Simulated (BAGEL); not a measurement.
# GeSiH4O (SMILES [SiH3][O][GeH]) at HF/3-21G (density fitting with qzvpp-jkfit)

Aim: the electronic atomisation energy of GeSiH4O at HF/3-21G (density fitting with qzvpp-jkfit), from 5 runs. 

The calculation is run with BAGEL 1.2.2.

12 further runs of the same task are left out: 12 set aside as unsound or not needed.

### 1 The molecule

GeSiH4O: 7 atoms, total charge 0, spin state singlet. SMILES: `[SiH3][O][GeH]`. Geometry: relaxed at PBE0-D4/def2-TZVP. This is one conformer, not always the lowest.

Bond lengths: Si1–O2 1.643 Å, O2–Ge3 1.789 Å, Si1–H4 1.490 Å, Si1–H5 1.485 Å, Si1–H6 1.485 Å, Ge3–H7 1.605 Å. Angles: Si1–O2–Ge3 134.1°, O2–Si1–H4 110.8°, O2–Si1–H5 109.3°, O2–Si1–H6 109.3°, O2–Ge3–H7 93.5°, H4–Si1–H5 109.1°, H4–Si1–H6 109.1°, H5–Si1–H6 109.4°.

### 2 A single-point energy at HF/3-21G (density fitting with qzvpp-jkfit)

The input, input.json:

```json
{ "bagel": [

{
  "title": "molecule",
  "basis": "3-21g",
  "df_basis": "qzvpp-jkfit",
  "angstrom": true,
  "geometry": [
    { "atom": "Si", "xyz": [      -0.741700,       0.650900,      -0.296500 ] },
    { "atom": "O", "xyz": [       0.533500,      -0.139300,       0.373700 ] },
    { "atom": "Ge", "xyz": [       1.261400,      -1.756200,       0.134200 ] },
    { "atom": "H", "xyz": [      -1.409200,      -0.197600,      -1.323800 ] },
    { "atom": "H", "xyz": [      -0.260900,       1.901300,      -0.937500 ] },
    { "atom": "H", "xyz": [      -1.722500,       0.988100,       0.766400 ] },
    { "atom": "H", "xyz": [       2.400800,      -1.515100,       1.238000 ] }
  ]
},

{ "title": "hf" },

{ "title": "print", "file": "orbitals.molden", "orbitals": true }

]}
```

Command:

```sh
$ BAGEL_NUM_THREADS=1 BAGEL input.json > input.out
```

Standard output:

```text
* using 1 threads per process

  ===============================================================
  ===============================================================

  *** Geometry ***

  { "atom" : "Si", "xyz" : [     -1.401610,      1.230023,     -0.560304 ] },
  { "atom" : "O", "xyz" : [      1.008169,     -0.263239,      0.706191 ] },
  { "atom" : "Ge", "xyz" : [      2.383701,     -3.318737,      0.253601 ] },
  { "atom" : "H", "xyz" : [     -2.663002,     -0.373410,     -2.501619 ] },
  { "atom" : "H", "xyz" : [     -0.493030,      3.592936,     -1.771618 ] },
  { "atom" : "H", "xyz" : [     -3.255053,      1.867238,      1.448286 ] },
  { "atom" : "H", "xyz" : [      4.536854,     -2.863124,      2.339481 ] },

  Number of auxiliary basis functions:      543

  Since a DF basis is specified, we compute 2- and 3-index integrals:
    o Being stored without compression. Storage requirement is 0.012 GB

  Number of basis functions:       52
  Number of electrons      :       58

    * METHOD: MOLECULE                             0.24

  *** RHF ***

  === Nuclear Repulsion ===
   234.9422741142

      * DIIS with orbital gradients will be used.

  === RHF iteration (3-21g) ===
      0      -2429.40536152          0.02401074           0.06
      1      -2429.46274000          0.02064038           0.06
      2      -2429.53867605          0.00109959           0.06
      3      -2429.53944182          0.00016888           0.06
      4      -2429.53946808          0.00006106           0.06
      5      -2429.53947155          0.00001311           0.06
      6      -2429.53947169          0.00000425           0.06
      7      -2429.53947171          0.00000108           0.06
      8      -2429.53947171          0.00000025           0.06
      9      -2429.53947171          0.00000011           0.06
     10      -2429.53947171          0.00000002           0.06
     11      -2429.53947171          0.00000001           0.06
    * SCF iteration converged.

    * Permanent dipole moment:
           (    0.059146,     0.354715,     0.239789) a.u.

    * METHOD: HF                                   0.88

    * METHOD: PRINT                                0.01

  ===============================================================
```

It took 1.2 s on 1 thread of Arm Neoverse V1, shared host; peak memory 0.095 GiB.

### 3 The Ge atom at the same level

The input, hf.json:

```json
{ "bagel" : [

{
  "title" : "molecule",
  "basis" : "3-21g",
  "df_basis" : "qzvpp-jkfit",
  "angstrom" : true,
  "geometry" : [
    { "atom" : "Ge", "xyz" : [       0.000000,       0.000000,       0.000000 ] }
  ]
},

{
  "title" : "uhf",
  "nopen" : 2
},

{
  "title" : "print",
  "file" : "orbitals.molden",
  "orbitals" : true
}

]}
```

Run the same way, it converges to -2065.29078 Eh (log not shown).

### 4 The H atom at the same level

The input, job.json:

```json
{ "bagel": [

{
  "title": "molecule",
  "basis": "3-21g",
  "df_basis": "qzvpp-jkfit",
  "angstrom": "true",
  "geometry": [
    { "atom": "H", "xyz": [       0.000000,       0.000000,       0.000000 ] }
  ]
},

{
  "title": "uhf",
  "nopen": 1
},

{
  "title": "print",
  "file": "orbitals.molden",
  "orbitals": "true"
}

]}
```

Run the same way, it converges to -0.49620 Eh (log not shown).

### 5 The O atom at the same level

The input, input.json:

```json
{ "bagel" : [

{
  "title" : "molecule",
  "basis" : "3-21g",
  "df_basis" : "qzvpp-jkfit",
  "angstrom" : "true",
  "geometry" : [
    { "atom" : "O", "xyz" : [       0.000000,       0.000000,       0.000000 ] }
  ]
},

{
  "title" : "uhf",
  "nopen" : 2
},

{
  "title" : "print",
  "file" : "orbitals.molden",
  "orbitals" : "true"
}

]}
```

Command:

```sh
$ BAGEL_NUM_THREADS=1 BAGEL input.json > input.out
```

Standard output:

```text
* using 1 threads per process

  ===============================================================
  ===============================================================

  *** Geometry ***

  { "atom" : "O", "xyz" : [      0.000000,      0.000000,      0.000000 ] },

  Number of auxiliary basis functions:       77

  Since a DF basis is specified, we compute 2- and 3-index integrals:
    o Being stored without compression. Storage requirement is 0.000 GB

  Number of basis functions:        9
  Number of electrons      :        8

    * METHOD: MOLECULE                             0.01

  *** Open-shell HF ***

  === Nuclear Repulsion ===
     0.0000000000

      * DIIS with orbital gradients will be used.

  === UHF iteration (3-21g) ===
      0        -74.38774432          0.02822767           0.00
      1        -74.39295470          0.00770985           0.00
      2        -74.39342859          0.00218198           0.00
      3        -74.39350053          0.00058964           0.00
      4        -74.39350590          0.00011977           0.00
      5        -74.39350641          0.00000224           0.00
      6        -74.39350641          0.00000087           0.00
      7        -74.39350641          0.00000022           0.00
      8        -74.39350641          0.00000001           0.00
    * SCF iteration converged.

    * S^2 (UHF) is 2.0011

    * Permanent dipole moment:
           (   -0.000000,    -0.000000,    -0.000000) a.u.

    * METHOD: UHF                                  0.02

    * METHOD: PRINT                                0.00

  ===============================================================
```

Run time: 0.16 s. Hardware: 1 thread of Arm Neoverse V1, shared host.

### 6 The Si atom, same level

The input, input.json:

```json
{ "bagel" : [

{
  "title" : "molecule",
  "basis" : "3-21g",
  "df_basis" : "qzvpp-jkfit",
  "angstrom" : true,
  "geometry" : [
    { "atom" : "Si", "xyz" : [    0.000000,    0.000000,    0.000000 ] }
  ]
},
{ "title" : "uhf", "nopen" : 2 },
{ "title" : "print", "file" : "orbitals.molden", "orbitals" : true }

]}
```

Run the same way, it converges to -287.34439 Eh (log not shown).

### 7 Summary of results

Level: HF/3-21G (density fitting with qzvpp-jkfit).

| quantity | value |
| --- | --- |
| molecule: total energy | -2429.53947 Eh |
| molecule: dipole moment | 1.10 D |
| molecule: HOMO energy | -9.04 eV |
| molecule: LUMO energy | 0.76 eV |
| molecule: HOMO–LUMO gap | 9.80 eV |
| Ge atom: total energy | -2065.29078 Eh |
| Ge atom: dipole moment | 0.00 D |
| Ge atom: ⟨S²⟩ | 2.000 |
| H atom: total energy | -0.49620 Eh |
| H atom: dipole moment | 0.00 D |
| H atom: ⟨S²⟩ | 0.750 |
| O atom: total energy | -74.39351 Eh |
| O atom: dipole moment | 0.00 D |
| O atom: ⟨S²⟩ | 2.001 |
| Si atom: total energy | -287.34439 Eh |
| Si atom: dipole moment | 0.00 D |
| Si atom: ⟨S²⟩ | 2.000 |
| electronic atomisation energy | 14.313 eV |

What this shows: Taking the molecule apart into free atoms costs 14.31 eV (1381 kJ/mol), before zero-point energy and without spin-orbit coupling. Hartree–Fock lacks the correlation of the bonding pairs, which as a rule makes this value much too low; in minimal bases other errors can mask that. The basis has no polarisation functions, which makes bonds too weak.
